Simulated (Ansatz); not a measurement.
Geometry optimisation, Ansatz 0.2.0, DFT PBE, scalar-relativistic, plane waves, PAW.

The input (input.yaml):

```yaml
crystal:
  lattice:
    - [5.7958, 0.0, 0.0]
    - [0.0, 5.6578, 0.0]
    - [0.0, 0.0, 17.182758]
  atoms:
    - { symbol: W, position: [0.0, 0.0, 0.0581979] }
    - { symbol: C, position: [0.0, 0.25, 0.1555689] }
    - { symbol: W, position: [0.25, 0.0, 0.2042545] }
    - { symbol: C, position: [0.25, 0.25, 0.3016255] }
    - { symbol: W, position: [0.0, 0.5, 0.0581979] }
    - { symbol: C, position: [0.0, 0.75, 0.1555689] }
    - { symbol: W, position: [0.25, 0.5, 0.2042545] }
    - { symbol: C, position: [0.25, 0.75, 0.3016255] }
    - { symbol: W, position: [0.5, 0.0, 0.0581979] }
    - { symbol: C, position: [0.5, 0.25, 0.1555689] }
    - { symbol: W, position: [0.75, 0.0, 0.2042545] }
    - { symbol: C, position: [0.75, 0.25, 0.3016255] }
    - { symbol: W, position: [0.5, 0.5, 0.0581979] }
    - { symbol: C, position: [0.5, 0.75, 0.1555689] }
    - { symbol: W, position: [0.75, 0.5, 0.2042545] }
    - { symbol: C, position: [0.75, 0.75, 0.3016255] }
    - { symbol: H, position: [-0.0179791, 0.7311307, 0.2835842] }
basis:
  ecutwfc: 420.0
kpoints:
  mp_grid: { grid: [2, 2, 1] }
hamiltonian:
  xc: pbe
  pseudopotentials: { kind: paw, azcp: { folder: soft_1 } }
scf:
  occupations: { method: fermi_dirac, width: 0.05 }
  lower_state_search: "off"
relax:
  f_tol: 0.08
  max_steps: 25
  adjacent_minimum: "off"
  constraints: [{ sites: [0, 4, 8, 12] }]
```

Launched with:

```bash
$ ansatz run input.yaml --threads 2 --pin off --max-ram 5120MiB --backend cpu --events-out ev --progress --plain --runs-dir out
```

Problem. Where does it end, and by what steps?

Solution. The forces met the threshold. Limits of this set-up: coarse k mesh, thin slab, slab without dipole correction, odd electron count without spin. After 24 steps the energy has fallen by 12.010 eV; H17 moved furthest, 1.86 Å. Joined: W3–C12 (3.63 → 2.32 Å), C4–C12 (2.90 → 1.31 Å), W7–C12 (3.63 → 2.78 Å), C8–W11 (3.63 → 2.36 Å), C8–W15 (3.63 → 2.46 Å), C8–C16 (2.90 → 1.40 Å).

```json
{"step": "0", "energy less start (eV)": "0.0000", "largest force component (eV/Å)": "2.748", "accepted": "yes"}
{"step": "1", "energy less start (eV)": "-2.1939", "largest force component (eV/Å)": "1.859", "accepted": "yes"}
{"step": "2", "energy less start (eV)": "-2.5496", "largest force component (eV/Å)": "2.705", "accepted": "yes"}
{"step": "3", "energy less start (eV)": "-3.3120", "largest force component (eV/Å)": "1.597", "accepted": "yes"}
{"step": "4", "energy less start (eV)": "-3.6106", "largest force component (eV/Å)": "0.895", "accepted": "yes"}
{"step": "5", "energy less start (eV)": "-3.9810", "largest force component (eV/Å)": "1.095", "accepted": "yes"}
{"step": "6", "energy less start (eV)": "-4.3845", "largest force component (eV/Å)": "1.524", "accepted": "yes"}
{"step": "7", "energy less start (eV)": "-4.8964", "largest force component (eV/Å)": "2.146", "accepted": "yes"}
{"step": "8", "energy less start (eV)": "-5.7275", "largest force component (eV/Å)": "2.924", "accepted": "yes"}
{"step": "9", "energy less start (eV)": "-7.1805", "largest force component (eV/Å)": "2.864", "accepted": "yes"}
{"step": "10", "energy less start (eV)": "-7.8119", "largest force component (eV/Å)": "8.496", "accepted": "yes"}
{"step": "11", "energy less start (eV)": "-9.6874", "largest force component (eV/Å)": "3.322", "accepted": "yes"}
{"step": "12", "energy less start (eV)": "-8.5196", "largest force component (eV/Å)": "22.307", "accepted": "no"}
{"step": "13", "energy less start (eV)": "-10.2546", "largest force component (eV/Å)": "3.099", "accepted": "yes"}
{"step": "14", "energy less start (eV)": "-10.6128", "largest force component (eV/Å)": "0.888", "accepted": "yes"}
{"step": "15", "energy less start (eV)": "-10.8619", "largest force component (eV/Å)": "0.968", "accepted": "yes"}
{"step": "16", "energy less start (eV)": "-11.1941", "largest force component (eV/Å)": "1.573", "accepted": "yes"}
{"step": "17", "energy less start (eV)": "-11.5455", "largest force component (eV/Å)": "1.203", "accepted": "yes"}
{"step": "18", "energy less start (eV)": "-11.8158", "largest force component (eV/Å)": "1.815", "accepted": "yes"}
{"step": "19", "energy less start (eV)": "-11.9326", "largest force component (eV/Å)": "1.485", "accepted": "yes"}
{"step": "20", "energy less start (eV)": "-11.9258", "largest force component (eV/Å)": "0.717", "accepted": "no"}
{"step": "21", "energy less start (eV)": "-12.0000", "largest force component (eV/Å)": "0.141", "accepted": "yes"}
{"step": "22", "energy less start (eV)": "-12.0047", "largest force component (eV/Å)": "0.155", "accepted": "yes"}
{"step": "23", "energy less start (eV)": "-12.0085", "largest force component (eV/Å)": "0.081", "accepted": "yes"}
{"step": "24", "energy less start (eV)": "-12.0095", "largest force component (eV/Å)": "0.027", "accepted": "yes"}
```

```xyz
17
Lattice="5.7958 0.0000 0.0000 0.0000 5.6578 0.0000 0.0000 0.0000 17.1828" Properties=species:S:1:pos:R:3
W 0.000 0.000 1.000
C -0.003 1.400 2.587
W 1.459 -0.011 3.436
C 1.831 1.488 5.066
W 0.000 2.829 1.000
C -0.026 4.227 2.482
W 1.455 2.858 3.453
C 0.125 4.296 4.530
W 2.898 0.000 1.000
C 2.898 1.426 2.468
W 4.326 0.022 3.475
C 3.029 1.011 4.811
W 2.898 2.829 1.000
C 2.883 4.233 2.582
W 4.317 2.787 3.431
C 4.620 4.168 5.030
H -1.535 4.206 6.056
```

The run took 2.4 min on 2 threads of Arm Neoverse V1, on a shared host, peak memory 0.9 GiB.
